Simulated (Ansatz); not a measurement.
**GaC+ (singlet): the correlation ladder at distance C1–Ga2 = 7.071 Å, cc-pVDZ**

The task here is to estimate one member of a computed series from the others.

Method: cc-pVDZ, core rule «outside noble gas», up to 15 orbitals frozen; program: Ansatz 0.2.0, Gaussian basis.

To be run: UHF; CCSD(T) on RHF; CCSD(T) on UHF; BCCD(T) on RHF; CISD; CCSDT(Q) on RHF; CCSDT(Q) on UHF; CCSDTQ on RHF; CASSCF and MRCISD+Q, 2 electrons in 2 orbitals; CASSCF and NEVPT2, 2 electrons in 2 orbitals; CASSCF and MRCISD+Q, 6 electrons in 8 orbitals; CASSCF and MRCISD+Q(relaxed), 6 electrons in 8 orbitals; CASSCF and NEVPT2, 6 electrons in 8 orbitals; Full CI.

35 further runs of the same task are left out: 9 for a known fault of the program, 19 that didn't finish, 7 set aside as unsound or not needed. Runs told in other sessions of the task aren't counted.

**What is computed**

The geometry derives from a PBE0/def2-TZVP stationary point (not a proven minimum). One bond is set to the value named and the two fragments are kept rigid. No spin-orbit coupling is included. The filled d shell of Ga may be among the frozen orbitals whatever the setting's name suggests.

2 atoms, charge 1, spin multiplicity 1.

Atoms are counted from 1 here; the program's logs count them from 0.

No contacts short enough for the rule that draws bonds.

The first run:

Contents of in.yaml:

```yaml
crystal:
  periodic: [false, false, false]
  atoms:
    - {symbol: C, position_ang: [0.000000, 0.000000, 0.000000]}
    - {symbol: Ga, position_ang: [0.000000, 0.000000, 7.071000]}
basis:
  gaussian: {orbitals: cc-pVDZ}
total_charge: 1
magnetization: {spin_polarized: true, initial_magnetization: 0}
hamiltonian: {xc: hf}
output: {orbitals: {seedname: orbitals}}
```

The run is started by

```sh
$ ansatz run in.yaml --threads 1 --pin off --events-out ev --progress --plain --max-ram 2393MiB
```

Among the steps run: UHF; CCSD(T) on RHF; CCSD(T) on UHF; BCCD(T) on RHF; CISD; CCSDT(Q) on RHF; CCSDT(Q) on UHF; CCSDTQ on RHF; CASSCF and MRCISD+Q, 2 electrons in 2 orbitals; CASSCF and NEVPT2, 2 electrons in 2 orbitals; CASSCF and MRCISD+Q, 6 electrons in 8 orbitals; CASSCF and MRCISD+Q(relaxed), 6 electrons in 8 orbitals; CASSCF and NEVPT2, 6 electrons in 8 orbitals; Full CI.

One of the session's tables, all rows but one given; the rest of the session is left out.

| method | from FCI (kJ/mol) |
| --- | --- |
| RHF | +382.7 |
| RMP2 | +147.9 |
| CISD | +54.9 |
| RCCSD | +19.6 |
| RCCSD(T) | +11.3 |
| BCCD(T) | +11.3 |
| RCCSDT | ? |
| RCCSDT(Q) | +5.4 |
| RCCSDTQ | 0.0 |
| FCI | 0 |

Estimate the missing values for RCCSDT.

**Answer.** from FCI (kJ/mol): +9.9. In the column «from FCI (kJ/mol)» it lies between RCCSDT(Q) (+5.4) and RCCSD(T) (+11.3).

Left out of the table: CASSCF pair, NEVPT2 pair, MRCISD pair, MRCISD+Q pair, CASSCF valence, NEVPT2 valence, MRCISD valence, MRCISD+Q valence (the active space lost an orbital or holds another state than full CI finds).

To keep in mind: Left out of the table: UHF, UMP2, UCCSD, UCCSD(T), UCCSDT, UCCSDT(Q), MRCISD+Q(relaxed) valence (another determinant or state than the rows shown). The program flags RCCSD(T), BCCD(T) as in doubt, so read those rows with care; the flags are large difference.
